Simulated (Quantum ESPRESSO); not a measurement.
# WAu (F-43m) in Quantum ESPRESSO: settings compared, part 3 of 3

Quantum ESPRESSO 7.5.

## (4) Phonons, PBEsol

pw.in

```
&CONTROL
  calculation = 'scf'
  prefix = 'pwscf'
  outdir = './tmp'
  pseudo_dir = './pseudo'
  tprnfor = .true.
  tstress = .true.
  disk_io = 'low'
/
&SYSTEM
  ibrav = 0
  nat = 2
  ntyp = 2
  ecutwfc = 76
  nbnd = 24
  occupations = 'smearing'
  smearing = 'mv'
  degauss = 0.01469973
/
&ELECTRONS
  conv_thr = 4d-10
  electron_maxstep = 120
  mixing_beta = 0.5
/
ATOMIC_SPECIES
W    183.8400 W.upf
Au   196.9666 Au.upf
CELL_PARAMETERS angstrom
   0.0000000000    2.7479792600    2.7479792600
   2.7479792600    0.0000000000    2.7479792600
   2.7479792600    2.7479792600    0.0000000000
ATOMIC_POSITIONS crystal
W      0.0000000000    0.0000000000    0.0000000000
Au     0.7500000000    0.7500000000    0.7500000000
K_POINTS automatic
8 8 8 0 0 0
```

relax.in

```
&CONTROL
  calculation = 'vc-relax'
  prefix = 'pwscf'
  outdir = './tmp'
  pseudo_dir = './pseudo'
  tprnfor = .true.
  tstress = .true.
  disk_io = 'low'
  nstep = 40
  forc_conv_thr = 0.0001
  etot_conv_thr = 1d-06
/
&SYSTEM
  ibrav = 0
  nat = 2
  ntyp = 2
  ecutwfc = 76
  nbnd = 24
  occupations = 'smearing'
  smearing = 'mv'
  degauss = 0.01469973
/
&ELECTRONS
  conv_thr = 4d-10
  electron_maxstep = 120
  mixing_beta = 0.5
/
&IONS
  ion_dynamics = 'bfgs'
/
&CELL
  cell_dynamics = 'bfgs'
  press = 0
  press_conv_thr = 0.2
/
ATOMIC_SPECIES
W    183.8400 W.upf
Au   196.9666 Au.upf
CELL_PARAMETERS angstrom
   0.0000000000    2.7479792600    2.7479792600
   2.7479792600    0.0000000000    2.7479792600
   2.7479792600    2.7479792600    0.0000000000
ATOMIC_POSITIONS crystal
W      0.0000000000    0.0000000000    0.0000000000
Au     0.7500000000    0.7500000000    0.7500000000
K_POINTS automatic
8 8 8 0 0 0
```

scf2.in

```
&CONTROL
  calculation = 'scf'
  prefix = 'pwscf'
  outdir = './tmp'
  pseudo_dir = './pseudo'
  tprnfor = .true.
  tstress = .true.
  disk_io = 'low'
/
&SYSTEM
  ibrav = 0
  nat = 2
  ntyp = 2
  ecutwfc = 76
  nbnd = 24
  occupations = 'smearing'
  smearing = 'mv'
  degauss = 0.01469973
/
&ELECTRONS
  conv_thr = 1d-13
  electron_maxstep = 120
  mixing_beta = 0.5
  startingpot = 'file'
  startingwfc = 'file'
/
ATOMIC_SPECIES
W    183.8400 W.upf
Au   196.9666 Au.upf
CELL_PARAMETERS angstrom
   0.0000000000    2.8716760403    2.8716760403
   2.8716760403    0.0000000000    2.8716760403
   2.8716760403    2.8716760403    0.0000000000
ATOMIC_POSITIONS crystal
W      0.0000000000    0.0000000000    0.0000000000
Au     0.7500000000    0.7500000000    0.7500000000
K_POINTS automatic
8 8 8 0 0 0
```

ph.in

```
phonons of WAu
&INPUTPH
  prefix = 'pwscf'
  outdir = './tmp'
  tr2_ph = 1d-18
  fildyn = 'dyn'
  niter_ph = 90
  alpha_mix(1) = 0.4
/
0.0000000000 0.0000000000 0.0000000000
```

dynmat.in

```
&INPUT
  fildyn = 'dyn'
  asr = 'crystal'
  filout = 'dynmat.disp'
  fileig = 'dynmat.eig'
/
```

Potentials or basis: PseudoDojo 0.4.1 SR PBEsol standard.

The run is started by

```
$ OMP_NUM_THREADS=1 mpirun -n 4 pw.x -nk 4 -in pw.in > pw.out
$ OMP_NUM_THREADS=1 mpirun -n 4 pw.x -nk 4 -in relax.in > relax.out
$ OMP_NUM_THREADS=1 mpirun -n 4 pw.x -nk 4 -in scf2.in > scf2.out
$ OMP_NUM_THREADS=1 mpirun -n 4 ph.x -nk 4 -in ph.in > ph.out
$ OMP_NUM_THREADS=1 mpirun -n 1 dynmat.x -in dynmat.in > dynmat.out
```

pw.out:

```text
This program is part of the open-source Quantum ESPRESSO suite
     for quantum simulation of materials; please cite
[... 6 lines left out ...]
     using ibrav=0 with symmetry is DISCOURAGED, use correct ibrav instead

     K-points division:     npool     =       4
     Subspace diagonalization in iterative solution of the eigenvalue problem:
     a serial algorithm will be used

     G-vector sticks info
     --------------------
     sticks:   dense  smooth     PW     G-vecs:    dense   smooth      PW
     Sum        1135    1135    337                25101    25101    4015

     Using Slab Decomposition

     bravais-lattice index     =            0
     lattice parameter (alat)  =       7.3439  a.u.
     unit-cell volume          =     280.0702 (a.u.)^3
     number of atoms/cell      =            2
     number of atomic types    =            2
     number of electrons       =        33.00
     number of Kohn-Sham states=           24
     kinetic-energy cutoff     =      76.0000  Ry
     charge density cutoff     =     304.0000  Ry
     scf convergence threshold =      4.0E-10
     mixing beta               =       0.5000
     number of iterations used =            8  plain     mixing
     Exchange-correlation= PBESOL
                           (   1   4  10   8   0   0   0)

     celldm(1)=   7.343909  celldm(2)=   0.000000  celldm(3)=   0.000000
     celldm(4)=   0.000000  celldm(5)=   0.000000  celldm(6)=   0.000000

     crystal axes: (cart. coord. in units of alat)
               a(1) = (   0.000000   0.707107   0.707107 )
               a(2) = (   0.707107   0.000000   0.707107 )
               a(3) = (   0.707107   0.707107   0.000000 )

     reciprocal axes: (cart. coord. in units 2 pi/alat)
               b(1) = ( -0.707107  0.707107  0.707107 )
               b(2) = (  0.707107 -0.707107  0.707107 )
               b(3) = (  0.707107  0.707107 -0.707107 )

     PseudoPot. # 1 for W  read from file:
     W.upf
     Pseudo is Norm-conserving + core correction, Zval = 14.0
     Generated using ONCVPSP code by D. R. Hamann
     Using radial grid of 1396 points,  8 beta functions with:
                l(1) =   0
                l(2) =   0
                l(3) =   1
                l(4) =   1
                l(5) =   2
                l(6) =   2
                l(7) =   3
                l(8) =   3

     PseudoPot. # 2 for Au read from file:
     Au.upf
     Pseudo is Norm-conserving + core correction, Zval = 19.0
     Generated using ONCVPSP code by D. R. Hamann
     Using radial grid of 1340 points,  7 beta functions with:
                l(1) =   0
                l(2) =   0
                l(3) =   1
                l(4) =   1
                l(5) =   2
                l(6) =   2
                l(7) =   3

     atomic species   valence    mass     pseudopotential
     W                14.00   183.84000     W ( 1.00)
     Au               19.00   196.96660     Au( 1.00)

     24 Sym. Ops. (no inversion) found

   Cartesian axes

     site n.     atom                  positions (alat units)
         1        W      tau(   1) = (   0.0000000   0.0000000   0.0000000  )
         2        Au     tau(   2) = (   1.0606602   1.0606602   1.0606602  )

     number of k points=    29  Marzari-Vanderbilt smearing, width (Ry)=  0.0147
                       cart. coord. in units 2pi/alat
        k(    1) = (   0.0000000   0.0000000   0.0000000), wk =   0.0039062
        k(    2) = (   0.0883883   0.0883883  -0.0883883), wk =   0.0312500
        k(    3) = (   0.1767767   0.1767767  -0.1767767), wk =   0.0312500
        k(    4) = (   0.2651650   0.2651650  -0.2651650), wk =   0.0312500
        k(    5) = (  -0.3535534  -0.3535534   0.3535534), wk =   0.0156250
        k(    6) = (   0.1767767   0.0000000   0.0000000), wk =   0.0234375
[... 21 lines left out ...]
        k(   28) = (  -0.7071068   0.1767767  -0.0000000), wk =   0.0468750
        k(   29) = (  -0.7071068   0.3535534   0.0000000), wk =   0.0234375

     Dense  grid:    25101 G-vectors     FFT dimensions: (  45,  45,  45)

     Initial potential from superposition of free atoms

     starting charge      32.9994, renormalised to      33.0000
     Starting wfcs are   20 randomized atomic wfcs +    4 random wfcs

     Self-consistent Calculation

     iteration #  1     ecut=    76.00 Ry     beta= 0.50
     Davidson diagonalization with overlap
     ethr =  1.00E-02,  avg # of iterations =  5.8

     total energy              =    -445.88481148 Ry
     estimated scf accuracy    <       0.63141275 Ry
[... 57 lines left out ...]
     iteration # 10     ecut=    76.00 Ry     beta= 0.50
     Davidson diagonalization with overlap
     ethr =  6.86E-11,  avg # of iterations =  2.0

     End of self-consistent calculation

          k = 0.0000 0.0000 0.0000 (  3119 PWs)   bands (ev):

   -91.5016 -57.7961 -42.7999 -42.7999 -42.7999 -22.0828 -22.0828 -22.0828
     7.7003   9.5747   9.5747   9.9146   9.9146   9.9146  15.3721  15.3721
    15.3721  18.3723  18.3723  25.3948  27.9576  27.9576  27.9576  27.9804

          k = 0.0884 0.0884-0.0884 (  3137 PWs)   bands (ev):
[... 19 lines left out ...]
   -91.5016 -57.7989 -42.8019 -42.8019 -42.7940 -22.1086 -22.0761 -22.0761
     9.1875   9.7431   9.7431   9.8361   9.8361  10.6327  13.9909  16.0206
    16.0206  18.0600  18.0600  18.8411  25.0351  25.2939  25.2939  30.6663

          k = 0.1768 0.0000 0.0000 (  3139 PWs)   bands (ev):

   -91.5016 -57.7966 -42.8006 -42.8006 -42.7982 -22.0891 -22.0809 -22.0809
     8.0808   9.2879   9.6963   9.9038   9.9038  10.1208  14.8491  15.5401
    15.5401  18.1334  18.3738  25.8217  26.6357  27.0063  27.0063  28.1670

          k = 0.2652 0.0884-0.0884 (  3135 PWs)   bands (ev):
[... 25 lines left out ...]
   -91.5016 -57.7981 -42.8026 -42.8012 -42.7946 -22.1003 -22.0786 -22.0784
     9.0695   9.2699   9.5753   9.8204  10.1394  10.3105  14.3144  15.5684
    15.7807  17.8764  18.3394  21.8486  24.2486  25.9339  26.8448  28.4875

          k = 0.0000-0.1768 0.1768 (  3130 PWs)   bands (ev):

   -91.5016 -57.7971 -42.8013 -42.8005 -42.7973 -22.0922 -22.0808 -22.0800
     8.4139   9.2937   9.5735   9.8592   9.9848  10.2287  14.6824  15.4514
    15.6243  18.0498  18.3547  24.7900  25.3070  26.5135  27.3673  28.7056

          k = 0.3536 0.0000 0.0000 (  3122 PWs)   bands (ev):

   -91.5016 -57.7979 -42.8022 -42.8022 -42.7942 -22.1043 -22.0762 -22.0762
     8.8951   9.2546   9.8610   9.8610  10.0164  10.1186  14.0216  16.1156
    16.1156  17.5368  18.1872  24.1528  24.1528  24.3578  25.8285  27.3437

          k = 0.4419 0.0884-0.0884 (  3131 PWs)   bands (ev):
[... 13 lines left out ...]
   -91.5016 -57.7994 -42.8053 -42.8027 -42.7894 -22.1091 -22.0800 -22.0738
     9.0405   9.4545   9.4779   9.9036  10.4015  11.3305  14.5936  15.5612
    15.7871  18.1370  18.3719  19.0235  21.3936  23.4680  26.6363  30.4649

          k = 0.0000-0.3536 0.3536 (  3134 PWs)   bands (ev):

   -91.5016 -57.7989 -42.8046 -42.8019 -42.7913 -22.1046 -22.0800 -22.0761
     9.2143   9.2848   9.5384   9.7957  10.4203  10.7247  14.6013  15.4453
    15.5906  17.9224  18.4297  20.5694  21.9036  25.1460  26.5133  28.9671

          k = 0.5303-0.0000 0.0000 (  3138 PWs)   bands (ev):

   -91.5016 -57.7993 -42.8037 -42.8037 -42.7901 -22.1191 -22.0716 -22.0716
     8.8690   9.6621   9.7975   9.7975  10.3861  10.8221  13.4863  16.8996
    17.1806  17.1806  17.8762  21.2187  21.5245  21.5245  26.2009  27.7019

          k =-0.0884-0.6187 0.6187 (  3140 PWs)   bands (ev):

   -91.5015 -57.7997 -42.8047 -42.8040 -42.7885 -22.1210 -22.0724 -22.0706
     8.9503   9.3230   9.7327   9.8884  10.4902  11.6414  13.3914  16.4329
    17.2919  18.0261  18.2063  19.3783  20.7321  20.8709  26.8251  28.1943

          k = 0.0000-0.5303 0.5303 (  3150 PWs)   bands (ev):

   -91.5015 -57.7997 -42.8057 -42.8036 -42.7879 -22.1157 -22.0771 -22.0715
     8.9364   9.3340   9.5929   9.9547  10.5000  11.7981  13.9055  16.0004
    16.7456  17.9389  18.4050  19.0760  20.2030  21.6827  27.0806  30.0306

          k =-0.7071 0.0000 0.0000 (  3138 PWs)   bands (ev):

   -91.5015 -57.7998 -42.8044 -42.8044 -42.7884 -22.1252 -22.0697 -22.0697
     9.0179   9.2716   9.7660   9.7660  10.5593  12.0014  13.0094  16.6181
    17.6965  18.2278  18.2278  19.9024  19.9412  19.9412  26.5902  27.6178

          k = 0.3536 0.1768 0.0000 (  3131 PWs)   bands (ev):

   -91.5016 -57.7982 -42.8030 -42.8018 -42.7935 -22.1033 -22.0780 -22.0766
     9.0407   9.2818   9.6269   9.9319  10.0903  10.3132  14.1568  15.8499
    15.9009  17.6784  18.3292  22.3987  23.3149  25.1056  26.8145  28.0180

          k =-0.2652-0.4419 0.6187 (  3128 PWs)   bands (ev):
[... 19 lines left out ...]
   -91.5015 -57.7997 -42.8055 -42.8038 -42.7880 -22.1135 -22.0796 -22.0709
     8.9891   9.1907   9.6233  10.1337  10.3906  11.6818  14.1149  15.4999
    16.9657  18.0600  18.5679  18.8706  20.4263  21.5711  27.8421  30.0425

          k = 0.0000-0.3536 0.5303 (  3134 PWs)   bands (ev):

   -91.5015 -57.7995 -42.8056 -42.8033 -42.7885 -22.1101 -22.0813 -22.0720
     9.0385   9.2003   9.5866  10.0990  10.3830  11.4899  14.6220  15.0750
    16.4569  18.0011  18.6134  19.2663  20.4854  22.4574  27.8319  30.0472

          k =-0.7071 0.1768-0.0000 (  3150 PWs)   bands (ev):

   -91.5015 -57.7998 -42.8050 -42.8044 -42.7878 -22.1199 -22.0750 -22.0697
     9.0129   9.1424   9.6977   9.9906  10.5128  11.9435  13.4786  16.0490
    17.5416  18.2744  18.5229  19.0512  19.7240  20.6432  27.7161  28.3611

          k =-0.7071 0.3536 0.0000 (  3156 PWs)   bands (ev):

   -91.5015 -57.7998 -42.8056 -42.8044 -42.7872 -22.1129 -22.0820 -22.0697
     9.0077   9.0561   9.6363  10.2648  10.3762  11.8839  14.4354  14.9499
    17.4211  18.3491  18.7585  18.9713  19.3232  20.8093  29.6852  29.9525

     the Fermi energy is    16.2306 ev

!    total energy              =    -446.17708083 Ry
     estimated scf accuracy    <          4.0E-10 Ry
     smearing contrib. (-TS)   =       0.00074488 Ry
     internal energy E=F+TS    =    -446.17782572 Ry

     The total energy is F=E-TS. E is the sum of the following terms:
     one-electron contribution =    -175.83840524 Ry
     hartree contribution      =      99.73719777 Ry
     xc contribution           =     -83.10961255 Ry
     ewald contribution        =    -286.96700570 Ry

     convergence has been achieved in  10 iterations

     Forces acting on atoms (cartesian axes, Ry/au):

     atom    1 type  1   force =     0.00000000   -0.00000000    0.00000000
     atom    2 type  2   force =     0.00000000    0.00000000    0.00000000

     Total force =     0.000000     Total SCF correction =     0.000000

     Computing stress (Cartesian axis) and pressure

          total   stress  (Ry/bohr**3)                   (kbar)     P=      259.96
   0.00176718  -0.00000000  -0.00000000          259.96       -0.00       -0.00
  -0.00000000   0.00176718   0.00000000           -0.00      259.96        0.00
   0.00000000   0.00000000   0.00176718            0.00        0.00      259.96

=------------------------------------------------------------------------------=
   JOB DONE.
=------------------------------------------------------------------------------=
```

It took 5.8 min on 4 MPI ranks of Arm Neoverse V2, shared host; peak memory 0.44 GiB.

Results:

| Property | Result |
| --- | --- |
| Free energy | -6070.9716 eV |
| Relaxed volume | 23.68 Å³/atom |
| Relaxed cell | a = 4.061 Å, b = 4.061 Å, c = 4.061 Å, α = 60.00°, β = 60.00°, γ = 60.00° |
| Space group after relaxing (to 0.05 Å) | F-43m (No. 216) |
| Pressure after relaxing | 0.1 GPa |
| Band gap on the k mesh | none (metal or under the smearing width) |
| Highest phonon frequency at Γ | 196 cm⁻¹ |

The path:
| step | energy change (eV) | largest force (eV/Å) | pressure (GPa) | volume (Å³) |
| --- | --- | --- | --- | --- |
| 1 | 0.0000 | 0.0000 | 26.00 | 41.50 |
| 2 | -0.4198 | 0.0000 | 0.35 | 47.25 |
| 3 | -0.4199 | 0.0000 | 0.07 | 47.34 |
| 4 | -0.4199 | 0.0000 | 0.00 | 47.36 |

Final structure:
```cif
data_structure
_symmetry_space_group_name_H-M 'P 1'
_symmetry_Int_Tables_number 1
_cell_length_a 4.0612
_cell_length_b 4.0612
_cell_length_c 4.0612
_cell_angle_alpha 60.000
_cell_angle_beta 60.000
_cell_angle_gamma 60.000
_cell_volume 47.36
loop_
_atom_site_label
_atom_site_type_symbol
_atom_site_fract_x
_atom_site_fract_y
_atom_site_fract_z
_atom_site_occupancy
W1 W 0.00000 0.00000 0.00000 1
Au1 Au 0.75000 0.75000 0.75000 1
```

Levels at points of the mesh, in eV from the Fermi level:
| k point | band 14 | band 15 | band 16 | band 17 | band 18 | band 19 | band 20 | band 21 |
| --- | --- | --- | --- | --- | --- | --- | --- | --- |
| (0.00, 0.00, 0.00) | -5.76 | -0.76 | -0.76 | -0.76 | 1.66 | 1.66 | 8.51 | 11.15 |
| (0.00, 0.00, -0.50) | -5.11 | -1.95 | -0.25 | -0.25 | 1.46 | 1.46 | 2.12 | 8.01 |
| (0.00, -0.50, -0.50) | -4.06 | -2.88 | 0.38 | 1.29 | 1.58 | 1.58 | 2.91 | 3.43 |

Phonon frequencies in cm⁻¹ (negative: imaginary):
```
              q point           frequencies
(0.000, 0.000, 0.000)  -3 -3 -3 196 196 196
```

Optical modes at Γ, degenerate ones joined:
| cm⁻¹ | components | symmetry | active in |
| --- | --- | --- | --- |
| 196 | 3 | T2 | IR and Raman |

## (5) Summary

```tsv
level	potentials or basis	cutoff (eV)	form of the LDA correlation	gap on the mesh (eV)	pressure (GPa)
LDA	PseudoDojo 0.4.1 SR LDA standard	952	PW92	none	0.4
PBE	PseudoDojo 0.4.1 SR PBE standard	1034	-	none	0.2
PBEsol	PseudoDojo 0.4.1 SR PBEsol standard	1034	-	none	0.1
```

Alike in all rows: task phonons; no spin polarisation; cell relaxed; k mesh 8 × 8 × 8; smearing cold 0.2 eV.

Caveats: the volume moved by over 15 % at a fixed basis, so the end points are rough (some runs).

Absolute energies hang on the potentials; compare differences alone.
